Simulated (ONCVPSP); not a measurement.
**Chlorine: generating and testing an ONCV potential**

Do these settings give a usable potential? It is generated, then checked for transferability, scattering, ghosts and hardness.

Program: ONCVPSP 4.0.1.1 (patched build). Reference atom: PBE, scalar-relativistic, spherical and spin-unpolarised. All values are calculated.

### Step 1. Settings

The settings as typed:

| Quantity | Value |
| --- | --- |
| element | chlorine (Cl, Z = 17) |
| type | optimised norm-conserving Vanderbilt (ONCV) |
| frozen core | [He] |
| valence charge | 15 |
| reference configuration | 2s2 2p6 3s2 3p5 |
| partial waves | 2s+3s: rc 0.65 bohr, ncon 5, nbas 9, qcut 23.3 1/bohr, 2 projectors; 2p+3p: rc 0.65 bohr, ncon 5, nbas 9, qcut 19.1 1/bohr, 2 projectors; d scattering state at 0.15 Ha: rc 0.50 bohr, ncon 4, nbas 8, qcut 21 1/bohr, 2 projectors, debl 2.3 Ha |
| local potential | polynomial inside 0.35 bohr (lpopt 1, dvloc0 0 Ha) |
| core correction | not asked for |

### Step 2. Generating the potential

File Cl.dat:

```
# ATOM AND REFERENCE CONFIGURATION
# atsym  z   nc   nv     iexc    psfile
  Cl 17.00    1    4        4      upf
#
#   n    l    f
    1    0    2.00
    2    0    2.00
    2    1    6.00
    3    0    2.00
    3    1    5.00
#
# PSEUDOPOTENTIAL AND OPTIMIZATION
# lmax
    2
#
#   l,   rc,      ep,       ncon, nbas, qcut
    0    0.65    0.00    5    9   23.30
    1    0.65    0.00    5    9   19.10
    2    0.50    0.15    4    8   21.00
#
# LOCAL POTENTIAL
# lloc, lpopt,  rc(5),   dvloc0
    4    1    0.35    0.00
#
# VANDERBILT-KLEINMAN-BYLANDER PROJECTORs
# l, nproj, debl
    0    2    2.30
    1    2    2.20
    2    2    2.30
#
# MODEL CORE CHARGE
# icmod, fcfact, rcfact
    0    0.00    0.00
#
# LOG DERIVATIVE ANALYSIS
# epsh1, epsh2, depsh
  -11.00    5.00    0.04
#
# OUTPUT GRID
# rlmax, drl
    6.00    0.01
#
# TEST CONFIGURATIONS
# ncnf
    4
# nvcnf
#   n    l    f
    4
    2    0    2.00
    2    1    6.00
    3    0    2.00
    3    1    4.00
#
    4
    2    0    2.00
    2    1    6.00
    3    0    2.00
    3    1    3.00
#
    4
    2    0    2.00
    2    1    6.00
    3    0    2.00
    3    1    2.00
#
    4
    2    0    2.00
    2    1    6.00
    3    0    1.00
    3    1    6.00
#
```

Command:

```bash
$ oncvpsp.x < Cl.dat > Cl.out
```

Before running it: what results should come out? Wanted: cutoffs for 1 and 0.1 mHa per electron, occupied waves; bound ghosts; GHOST(+) flags; largest test error; largest phase difference near zero energy, channels read.

As calculated:

| quantity | value |
| --- | --- |
| cutoffs for 1 and 0.1 mHa per electron, occupied waves | 181 Ha and 549 Ha |
| bound ghosts | none found |
| GHOST(+) flags | none at low energy |
| largest test error (AE − PS) | +9.7 meV, for 2s2 2p6 3s2 3p2 |
| largest phase difference near zero energy, channels read | 0.000 rad |

**Reading.** The worst unpolarised test, 2s2 2p6 3s2 3p2, is off by 9.7 meV on 77.6 eV; by total energies transferability rates as good. It counts as very hard, with 181 Ha needed at the looser tolerance. The tighter tolerance needs 549 Ha, and converged work needs a cutoff nearer that. No bound ghost shows below the valence levels. Near zero energy the phases of the channels with partial waves agree within 0.001 rad. All of this concerns the isolated atom, not yet a solid.
